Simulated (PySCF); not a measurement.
# Changing the system itself: PbO

One physical setting of the base script is moved in each run, with the edits that it forces.

Computed with PySCF 2.14.0. Level: method and basis as typed in the scripts.

2 further runs of the same task are left out: 1 for a known fault of the program, 1 that didn't finish.

**1. Where the work starts**

PbO: 2 atoms, charge 0, spin multiplicity 1.

Bond lengths: Pb1–O2 1.995 Å.

**2. The run that the others are compared with**

File input.py:

```python
from pyscf import gto, scf, mp

mol = gto.M(
    atom='Pb 0 0 0; O 0 0 1.995',
    basis='sbkjc',
    ecp={'Pb': 'sbkjc', 'O': 'sbkjc'},
    charge=0,
    spin=0,
    verbose=4,
)
mf = scf.RHF(mol)
mf.kernel()
mp.MP2(mf).kernel()
mf.dip_moment()
print('orbital energies (hartree):', mf.mo_energy[..., max(0, mol.nelec[1]-3):mol.nelec[0]+3].round(4))
```

The run is started by

```sh
python input.py
```

The log of this run is left out.

In short: E(SCF) = -18.992168 Eh, 10 cycles, E(MP2) − E(SCF) = -0.21270 Eh, μ = 6.70 D (of the SCF density).

The bond length is a typed value, not an optimised one.

**3. Bond 2.055 Å**

Edit 1 changes bond length: 1.995 Å → 2.055 Å.

File input.py:

```python
from pyscf import gto, scf, mp

mol = gto.M(
    atom='Pb 0 0 0; O 0 0 2.055',
    basis='sbkjc',
    ecp={'Pb': 'sbkjc', 'O': 'sbkjc'},
    charge=0,
    spin=0,
    verbose=4,
)
mf = scf.RHF(mol)
mf.kernel()
mp.MP2(mf).kernel()
mf.dip_moment()
print('orbital energies (hartree):', mf.mo_energy[..., max(0, mol.nelec[1]-3):mol.nelec[0]+3].round(4))
```

The run is started by

```sh
python input.py
```

**4. Bond 1.855 Å**

Edit 2 changes bond length: 1.995 Å → 1.855 Å.

Changes to input.py since step 2:

```diff
@@ -3,3 +3,3 @@
 mol = gto.M(
-    atom='Pb 0 0 0; O 0 0 1.995',
+    atom='Pb 0 0 0; O 0 0 1.855',
     basis='sbkjc',
```

**5. Charge +1 (doublet, UHF)**

Edit 3 changes charge: 0 → 1; spin (2S): 0 → 1; SCF type: RHF → UHF.

File input.py:

```python
from pyscf import gto, scf, mp

mol = gto.M(
    atom='Pb 0 0 0; O 0 0 1.995',
    basis='sbkjc',
    ecp={'Pb': 'sbkjc', 'O': 'sbkjc'},
    charge=1,
    spin=1,
    verbose=4,
)
mf = scf.UHF(mol)
mf.kernel()
mp.MP2(mf).kernel()
mf.dip_moment()
print('orbital energies (hartree):', [e[max(0, n-3):n+3].round(4) for e, n in zip(mf.mo_energy, mol.nelec)])
```

**6. Quintet (UHF)**

Edit 4 changes spin (2S): 0 → 4; SCF type: RHF → UHF.

File input.py:

```python
from pyscf import gto, scf, mp

mol = gto.M(
    atom='Pb 0 0 0; O 0 0 1.995',
    basis='sbkjc',
    ecp={'Pb': 'sbkjc', 'O': 'sbkjc'},
    charge=0,
    spin=4,
    verbose=4,
)
mf = scf.UHF(mol)
mf.kernel()
mp.MP2(mf).kernel()
mf.dip_moment()
print('orbital energies (hartree):', [e[max(0, n-3):n+3].round(4) for e, n in zip(mf.mo_energy, mol.nelec)])
```

**Question.** What will these runs give? Wanted: for each run, E(SCF); from base; gap, α spin; SCF dipole; after the SCF.

**Answer**, as computed:

```csv
run,E(SCF) (hartree),from base (eV),cycles,"gap, α spin (eV)",SCF dipole (D),after the SCF
base,-18.992168,0,10,9.63,6.70,MP2 correlation -5.788 eV
bond 2.055 Å,-18.984285,+0.2145,10,9.31,6.99,MP2 correlation -5.921 eV
bond 1.855 Å,-18.996793,-0.1259,9,10.26,5.93,MP2 correlation -5.432 eV
"charge +1 (doublet, UHF)",-18.748899,+6.6197,14,12.04,n/a,MP2 correlation -2.867 eV
quintet (UHF),-18.911641,+2.1912,14,8.03,0.07,MP2 correlation -1.554 eV
```

The largest comparable shift of the SCF energy, +2.191 eV, comes with the run “quintet (UHF)”. At the SCF level, going to the doublet with one electron fewer costs 6.62 eV at fixed geometry, against 9.73 eV for the negative of the highest filled level. The quintet solution found lies 2.19 eV above the base singlet at this geometry and level.
